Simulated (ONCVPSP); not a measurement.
# Pseudopotential generation for Os: ONCV, LDA (Perdew-Wang 92)

Aim: build the potential from the settings below, then test how well it stands in for the atom: other configurations, scattering, ghost states and the plane-wave cutoff that it needs.

The numbers are computed with ONCVPSP 4.0.1.1 (patched build) (LDA (Perdew-Wang 92), scalar-relativistic, spin-unpolarised reference atom).

## Step 1: The atom and the settings

The settings as typed:

| Item | Value |
| --- | --- |
| element | osmium (Os, Z = 76) |
| type | optimised norm-conserving Vanderbilt (ONCV) |
| frozen core | [Kr] 4d10 |
| valence charge | 30 |
| reference configuration | 4f14 5s2 5p6 5d6 6s1.5 (charge +0.5) |
| partial waves | 5s+6s: rc 1.65 bohr, ncon 4, nbas 7, qcut 7.9 1/bohr, 2 projectors; 5p: rc 1.15 bohr, ncon 4, nbas 7, qcut 7.5 1/bohr, 2 projectors, debl 4 Ha; 5d: rc 2.10 bohr, ncon 3, nbas 8, qcut 6.1 1/bohr, 2 projectors, debl 3.7 Ha; 4f: rc 0.75 bohr, ncon 4, nbas 9, qcut 21.5 1/bohr, 2 projectors, debl 3.5 Ha |
| local potential | polynomial inside 0.70 bohr (lpopt 5, dvloc0 0 Ha) |
| core correction | Teter function, fcfact 5, rcfact 1.35 |

An earlier all-electron run gives the scale for the radii.

All-electron outer shells of the reference configuration (LDA (PZ), scalar-relativistic, ld1.x):

```json
{"shell": "4d", "level (eV)": "-276.64", "outermost node (bohr)": "0.21", "outermost maximum (bohr)": "0.44"}
{"shell": "5s", "level (eV)": "-95.75", "outermost node (bohr)": "0.51", "outermost maximum (bohr)": "0.91"}
{"shell": "4f", "level (eV)": "-56.21", "outermost node (bohr)": "–", "outermost maximum (bohr)": "0.40"}
{"shell": "5p", "level (eV)": "-54.98", "outermost node (bohr)": "0.55", "outermost maximum (bohr)": "1.03"}
{"shell": "5d", "level (eV)": "-10.30", "outermost node (bohr)": "0.60", "outermost maximum (bohr)": "1.36"}
{"shell": "6s", "level (eV)": "-9.84", "outermost node (bohr)": "1.20", "outermost maximum (bohr)": "2.42"}
{"shell": "6p", "level (eV)": "-4.23", "outermost node (bohr)": "1.43", "outermost maximum (bohr)": "3.26"}
```

## Step 2: Generation

Os.dat

```
# ATOM AND REFERENCE CONFIGURATION
# atsym  z   nc   nv     iexc    psfile
  Os 76.00    9    5  -001012      upf
#
#   n    l    f
    1    0    2.00
    2    0    2.00
    2    1    6.00
    3    0    2.00
    3    1    6.00
    3    2   10.00
    4    0    2.00
    4    1    6.00
    4    2   10.00
    4    3   14.00
    5    0    2.00
    5    1    6.00
    5    2    6.00
    6    0    1.50
#
# PSEUDOPOTENTIAL AND OPTIMIZATION
# lmax
    3
#
#   l,   rc,      ep,       ncon, nbas, qcut
    0    1.65    0.00    4    7    7.90
    1    1.15    0.00    4    7    7.50
    2    2.10    0.00    3    8    6.10
    3    0.75    0.00    4    9   21.50
#
# LOCAL POTENTIAL
# lloc, lpopt,  rc(5),   dvloc0
    4    5    0.70    0.00
#
# VANDERBILT-KLEINMAN-BYLANDER PROJECTORs
# l, nproj, debl
    0    2    3.60
    1    2    4.00
    2    2    3.70
    3    2    3.50
#
# MODEL CORE CHARGE
# icmod, fcfact, rcfact
    3    5.00    1.35
#
# LOG DERIVATIVE ANALYSIS
# epsh1, epsh2, depsh
   -5.00    5.00    0.04
#
# OUTPUT GRID
# rlmax, drl
    6.00    0.01
#
# TEST CONFIGURATIONS
# ncnf
    4
# nvcnf
#   n    l    f
    5
    4    3   14.00
    5    0    2.00
    5    1    6.00
    5    2    6.00
    6    0    2.00
#
    5
    4    3   14.00
    5    0    2.00
    5    1    6.00
    5    2    6.00
    6    0    1.00
#
    5
    4    3   14.00
    5    0    2.00
    5    1    6.00
    5    2    6.00
    6    0    0.00
#
    5
    4    3   13.00
    5    0    2.00
    5    1    6.00
    5    2    7.00
    6    0    2.00
#
```

On the command line:

```bash
$ oncvpsp.x < Os.dat > Os.out
```

**Question.** What will these runs give? Wanted: cutoffs for 1 and 0.1 mHa per electron, occupied waves; bound ghosts; GHOST(+) flags; largest test error; largest phase difference near zero energy, channels read; rms error of d²Exc/dn², without and with the model core.

**Answer**, as computed:

| quantity | value |
| --- | --- |
| cutoffs for 1 and 0.1 mHa per electron, occupied waves | 212 Ha and 256 Ha |
| bound ghosts | s at -495.71 eV, d at -316.98 eV |
| GHOST(+) flags | p at 33 eV |
| largest test error (AE − PS) | -473 meV, for 4f13 5s2 5p6 5d7 6s2 |
| largest phase difference near zero energy, channels read | 0.001 rad |
| rms error of d²Exc/dn², without and with the model core | 5.76 and 2.32 mHa |

A bound ghost (s, d) makes it unfit for use: electrons can fall into a state that the atom doesn't have. The worst unpolarised test, 4f13 5s2 5p6 5d7 6s2, is off by 473 meV on 46.3 eV; by total energies transferability rates as poor. That test lies far up in energy; among those under 40 eV, nearer to bonding, the largest error is 9.9 meV. The potential is very hard: the looser tolerance needs 212 Ha. At the looser tolerance the 4f wave is the slowest; 5p needs 79 Ha. Near zero energy the phases of the channels with partial waves agree within 0.001 rad. The program also flags highly localised states, GHOST(+) (p). All of this concerns the isolated atom, not yet a solid.
